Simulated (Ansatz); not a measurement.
**GeH2S2: one species, many methods**

An exercise on one series of results from a longer session: the logs are not shown, and one member is left open.

Computed with Ansatz 0.2.0, Gaussian basis. Level: functionals in def2-TZVPP, the program's frozen cores in correlated methods.

Levels to be run: LDA (SPW92), PBE-D4, revPBE-D4, BLYP-D4, r2SCAN-D4, B97M-V, PBE0-D4, B3LYP-D4, r2SCANh-D4, r2SCAN0-D4, HSE06-D4, BHLYP-D4, CAM-B3LYP-D4, LC-ωPBE, ωB97X-V, ωB97M-V, B2PLYP, PBE-QIDH; CCSD(T)/def2-SVP; CCSD(T)/def2-TZVPP; MP2/def2-QZVPP; extrapolation to the limit; RPA on PBE.

### The relaxed structure

An earlier PBE0-D4 in a triple-zeta def2 set relaxation fixed the geometry.

SMILES `[SH][Ge][SH]`, 5 atoms, charge 0, spin multiplicity 1.

Atoms are counted from 1 here; the program's logs count them from 0.

Bond lengths: S1–Ge2 2.244 Å, S1–H4 1.343 Å, Ge2–S3 2.244 Å, S3–H5 1.343 Å. Angles: Ge2–S1–H4 100.7°, S1–Ge2–S3 102.9°, Ge2–S3–H5 100.7°.

Set-up of the first run:

Input file in.yaml:

```yaml
crystal:
  periodic: [false, false, false]
  atoms:
    - {symbol: S, position_ang: [-1.585534, -0.528308, -0.565792]}
    - {symbol: Ge, position_ang: [-0.667819, 1.426520, 0.044230]}
    - {symbol: S, position_ang: [1.438941, 0.852872, 0.562091]}
    - {symbol: H, position_ang: [-0.541100, -1.356834, -0.403291]}
    - {symbol: H, position_ang: [1.405312, -0.467950, 0.321261]}
basis:
  gaussian: {orbitals: def2-TZVPP}
hamiltonian: {xc: lda}
output: {orbitals: {seedname: orbitals}}
```

On the command line:

```sh
ansatz run in.yaml --threads 4 --pin off --events-out ev --progress --plain --max-ram 10444MiB
```

Among the steps run: LDA; PBE-D4 (GGA); revPBE-D4 (GGA); BLYP-D4 (GGA); r2SCAN-D4 (meta-GGA); B97M-V (meta-GGA); B3LYP-D4 (hybrid); r2SCANh-D4 (hybrid); r2SCAN0-D4 (hybrid); HSE06-D4 (hybrid); BHLYP-D4 (hybrid); CAM-B3LYP-D4 (range-separated); LC-ωPBE (range-separated); ωB97X-V (range-separated); ωB97M-V (range-separated); B2PLYP (double hybrid); PBE-QIDH (double hybrid).

One table of the session follows, with a row left open; its other results are not shown here.

It belongs to the step «Frontier levels by functional». 

```
  functional  HOMO (eV)  LUMO (eV)  gap (eV)
 LDA (SPW92)      -6.59      -3.28      3.30
      PBE-D4      -6.41      -3.07      3.35
   revPBE-D4      -6.36      -2.99      3.37
     BLYP-D4      -6.26      -2.93      3.33
   r2SCAN-D4      -6.68      -3.05      3.63
      B97M-V      -6.61      -2.91      3.69
     PBE0-D4      -7.44      -2.37      5.06
    B3LYP-D4          ?          ?         ?
  r2SCANh-D4      -7.05      -2.78      4.28
  r2SCAN0-D4      -7.61      -2.37      5.25
    HSE06-D4      -7.05      -2.74      4.30
    BHLYP-D4      -8.33      -1.54      6.79
CAM-B3LYP-D4      -8.67      -1.37      7.31
     LC-ωPBE      -9.95      -0.36      9.59
     ωB97X-V      -9.62      -0.40      9.22
     ωB97M-V      -9.50      -0.47      9.03
```

Estimate the missing values for B3LYP-D4.

Worked estimate for «HOMO (eV)». Against the share of exact exchange, BLYP-D4 (0, -6.26), BHLYP-D4 (0.5, -8.33) give a slope of -4.14 per unit share; at 0.2 the line stands at -7.09.

**Answer.** HOMO (eV): -7.25; LUMO (eV): -2.55; gap (eV): 4.70. In «HOMO (eV)» the line misses by +0.16.
